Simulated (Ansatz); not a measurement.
## BH5Se, SMILES [BH3-][SeH2+]: a rigid scan of one bond length

Run with Ansatz 0.2.0 through its Python package.

`scan_bh5se.py`:
```python
"""Potential curve of BH5Se along one bond."""

import logging
import sys

import ansatz as az
from ase import Atoms
import numpy as np

logging.basicConfig(stream=sys.stdout, format="[%(levelname)s] %(message)s")
log = logging.getLogger("bh5se")
log.setLevel(logging.INFO)

atoms = Atoms(["B", "Se", "H", "H", "H", "H", "H"], positions=[
    [-0.5114, -0.3552, -0.4278],
    [1.0436, 0.8423, -0.0261],
    [-0.9321, -0.8911, 0.5288],
    [-0.2003, -1.0858, -1.2911],
    [-1.4522, 0.3702, -0.8391],
    [0.3802, 1.3612, 1.2641],
    [1.7335, -0.3095, 0.7454],
])
bh5se = az.Crystal.molecule_from_ase(atoms)

symbols = [site.symbol for site in bh5se.cartesian_sites]
start = np.array([site.position_ang for site in bh5se.cartesian_sites])
axis = (start[6] - start[1]) / np.linalg.norm(start[6] - start[1])
moving = [6]
lengths, energies = [1.363, 1.425, 1.487, 1.548, 1.61, 1.672, 1.734, 1.827], []
for length in lengths:
    xyz = start.copy()
    xyz[moving] += (length - np.linalg.norm(start[6] - start[1])) * axis
    point = az.Crystal.molecule()
    for symbol, place in zip(symbols, xyz):
        point = point.atom(symbol, place.tolist())
    base = point.calculation()
    base = base.basis(gaussian="def2-SVP")
    base = base.functional("cam_b3lyp")
    data = base.run().report
    energies.append(data["free_energy_ev"])
    log.info(f"r = {length:6.3f} A  E = {energies[-1]:.5f} eV  <S^2> = {abs(data['mean_field']['state']['spin_squared']):.3f}")

# quartic fit about the minimum
fit = np.polynomial.Polynomial.fit(lengths, np.array(energies) - min(energies), 4).convert()
roots = [r.real for r in fit.deriv().roots() if abs(r.imag) < 1e-9 and fit.deriv(2)(r.real) > 0]
r_e = min(roots, key=lambda r: abs(r - lengths[int(np.argmin(energies))]))
log.info(f"minimum of the fit at {r_e:.4f} A, force constant {fit.deriv(2)(r_e):.2f} eV/A^2")
```

Output of `python scan_bh5se.py`:
```text
[INFO] r =  1.363 A  E = -66100.07294 eV  <S^2> = 0.000
[INFO] r =  1.425 A  E = -66100.20532 eV  <S^2> = 0.000
[INFO] r =  1.487 A  E = -66100.23124 eV  <S^2> = 0.000
[INFO] r =  1.548 A  E = -66100.17935 eV  <S^2> = 0.000
[INFO] r =  1.610 A  E = -66100.06872 eV  <S^2> = 0.000
[INFO] r =  1.672 A  E = -66099.91589 eV  <S^2> = 0.000
[INFO] r =  1.734 A  E = -66099.73334 eV  <S^2> = 0.000
[INFO] r =  1.827 A  E = -66099.42434 eV  <S^2> = 0.000
[INFO] minimum of the fit at 1.4740 A, force constant 21.98 eV/A^2
```

Notes:
- Total energies depend on the basis set; only differences at equal settings carry meaning.
- The rest of the molecule is held rigid at a force-field or estimated start geometry, and the basis set is modest; single-reference methods fail as a bond breaks.
- The orbitals are restricted, so S² is zero by construction.
- It ran for 19 s on 1 thread of Arm Neoverse V1, on a shared host, peak memory 0.18 GiB.
